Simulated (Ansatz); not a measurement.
**ClH5NOScSi: up Jacob's ladder to CCSD(T)**

One table from this session's results is given with a row withheld; the runs are named, their logs left out.

The runs use Ansatz 0.2.0, Gaussian basis; functionals in def2-TZVPP, the program's frozen cores in correlated methods.

Plan: LDA (SPW92), PBE-D4, revPBE-D4, BLYP-D4, r2SCAN-D4, B97M-V, PBE0-D4, B3LYP-D4, r2SCANh-D4, r2SCAN0-D4, HSE06-D4, BHLYP-D4, CAM-B3LYP-D4, LC-ωPBE, ωB97X-V, ωB97M-V, B2PLYP, PBE-QIDH; CCSD(T)/def2-SVP; CCSD(T)/def2-TZVPP; MP2/def2-QZVPP; extrapolation to the limit; RPA on PBE.

## The relaxed structure

All runs share one geometry, relaxed beforehand with PBE0-D4 in a triple-zeta def2 set.

SMILES `[NH2][Sc]([Cl])[O][SiH3]`, 10 atoms, charge 0, spin multiplicity 1.

Atoms are counted from 1 here; the program's logs count them from 0.

Bond lengths: N1–Sc2 1.958 Å, N1–H6 1.013 Å, N1–H7 1.012 Å, Sc2–Cl3 2.322 Å, Sc2–O4 1.878 Å, O4–Si5 1.633 Å, Si5–H8 1.488 Å, Si5–H9 1.488 Å, Si5–H10 1.488 Å. Angles: Sc2–N1–H6 125.4°, Sc2–N1–H7 126.8°, H6–N1–H7 107.8°, N1–Sc2–Cl3 119.1°, N1–Sc2–O4 115.5°, Cl3–Sc2–O4 125.4°, Sc2–O4–Si5 177.4°, O4–Si5–H8 110.6°, O4–Si5–H9 110.1°, O4–Si5–H10 110.1°, H8–Si5–H9 108.7°, H8–Si5–H10 108.7°, H9–Si5–H10 108.6°.

Set-up of the first run:

Contents of in.yaml:

```yaml
crystal:
  periodic: [false, false, false]
  atoms:
    - {symbol: N, position_ang: [1.896915, 1.027717, 1.341801]}
    - {symbol: Sc, position_ang: [0.341101, -0.161380, 1.315893]}
    - {symbol: Cl, position_ang: [-0.270986, -1.262238, 3.266678]}
    - {symbol: O, position_ang: [-0.538093, -0.307196, -0.337095]}
    - {symbol: Si, position_ang: [-1.352268, -0.479129, -1.741786]}
    - {symbol: H, position_ang: [2.479098, 1.214195, 2.149526]}
    - {symbol: H, position_ang: [2.264737, 1.562332, 0.565080]}
    - {symbol: H, position_ang: [-2.611853, -1.241046, -1.526742]}
    - {symbol: H, position_ang: [-1.693701, 0.856846, -2.301906]}
    - {symbol: H, position_ang: [-0.514949, -1.210091, -2.731429]}
basis:
  gaussian: {orbitals: def2-TZVPP}
hamiltonian: {xc: lda}
output: {orbitals: {seedname: orbitals}}
```

Command:

```sh
$ ansatz run in.yaml --threads 4 --pin off --events-out ev --progress --plain --max-ram 10444MiB
```

Among the steps run: LDA; PBE-D4 (GGA); revPBE-D4 (GGA); BLYP-D4 (GGA); r2SCAN-D4 (meta-GGA); B97M-V (meta-GGA); B3LYP-D4 (hybrid); r2SCANh-D4 (hybrid); r2SCAN0-D4 (hybrid); HSE06-D4 (hybrid); BHLYP-D4 (hybrid); CAM-B3LYP-D4 (range-separated); LC-ωPBE (range-separated); ωB97X-V (range-separated); ωB97M-V (range-separated); B2PLYP (double hybrid); PBE-QIDH (double hybrid).

One table of the session follows, with a row left open; its other results are not shown here.

It belongs to the step «Orbital energies across the functionals». 

```
  functional  HOMO (eV)  LUMO (eV)  gap (eV)
 LDA (SPW92)      -6.55      -3.21      3.35
      PBE-D4      -6.36      -2.98      3.38
   revPBE-D4      -6.29      -2.84      3.45
     BLYP-D4      -6.24      -2.99      3.25
   r2SCAN-D4      -6.62      -2.69      3.94
      B97M-V      -6.68      -2.89      3.79
     PBE0-D4      -7.69      -2.06      5.63
    B3LYP-D4      -7.46      -2.43      5.03
  r2SCANh-D4      -7.12      -2.35      4.77
  r2SCAN0-D4          ?          ?         ?
    HSE06-D4      -7.28      -2.43      4.85
    BHLYP-D4      -8.92      -1.34      7.58
CAM-B3LYP-D4      -9.13      -1.23      7.90
     LC-ωPBE     -10.55       0.06     10.61
     ωB97X-V     -10.16      -0.15     10.01
     ωB97M-V     -10.08      -0.49      9.59
```

**Question.** Estimate the row for r2SCAN0-D4.

Worked estimate for «HOMO (eV)». Against the share of exact exchange, r2SCAN-D4 (0, -6.62), r2SCANh-D4 (0.1, -7.12) give a slope of -5.00 per unit share; at 0.25 the line stands at -7.87.

As computed: HOMO (eV): -7.88; LUMO (eV): -1.87; gap (eV): 6.01. In «HOMO (eV)» the line misses by +0.01.
